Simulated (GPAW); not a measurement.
Input of a GPAW 26.7.0 run:

run.py

```python
import numpy as np
from ase import Atoms
from gpaw import PW
from gpaw.dft import DFT
from gpaw.hubbard import aoom

atoms = Atoms(['Ru', 'S'],
              cell=[[0.0, 2.54675546, 2.54675546],
                    [2.54675546, 0.0, 2.54675546],
                    [2.54675546, 2.54675546, 0.0]],
              scaled_positions=[[0.5, 0.5, 0.5],
                                [0.0, 0.0, 0.0]],
              pbc=True)
atoms.set_initial_magnetic_moments([4.0, 0.0])

dft = DFT(atoms,
          mode=PW(600),
          xc='LDA',
          kpts={'size': (6, 6, 6), 'gamma': True},
          occupations={'name': 'methfessel-paxton', 'order': 0, 'width': 0.05},
          nbands=24,
          convergence={'density': 0.0001, 'energy': 1e-05},
          maxiter=120,
          txt='gpaw.txt')
print(f'Energy: {dft.calculate_energy():.6f} eV')
print('Forces (eV/A):')
print(dft.calculate_forces().round(4))
print('Stress (eV/A^3):', dft.calculate_stress().round(6))
print('Moments:', dft.magmoms()[1][:, 2].round(3))
dft.write_converged()
dft.write_gpw_file('gs.gpw')
for a, l in {0: 2}.items():
    setup = dft.setups[a]
    for s, D_ii in enumerate(dft.density.D_asii[a]):
        n_mm = aoom(D_ii, l, setup.l_j, setup.n_j, setup.N0_q)[0]
        print(f'atom {a} spin {s} trace {n_mm.trace():.4f} eigenvalues', *np.linalg.eigvalsh(n_mm).round(3))
        np.savetxt(f'occupation-{a}-{s}.dat', n_mm, fmt='%8.4f')
```

Potentials or basis: the program's PAW data sets (release 1.2.1) made for this functional, pw.

Run with:

```console
$ OMP_NUM_THREADS=1 python run.py
```

(1) What does it give for the site moments?

(2) What does it give for the net moment?

(3) What does it give for the pressure?

## Answers

(1) Ru +0.97; S +0.06 μB.

(2) 1.14 μB per cell.

(3) -22.4 GPa.

Caveat: so large a pressure means that the cell lies far from this level's equilibrium, or that cutoff or potentials fall short; the moment fell far below its start of 4 μB, so a state of higher moment may lie lower in energy.
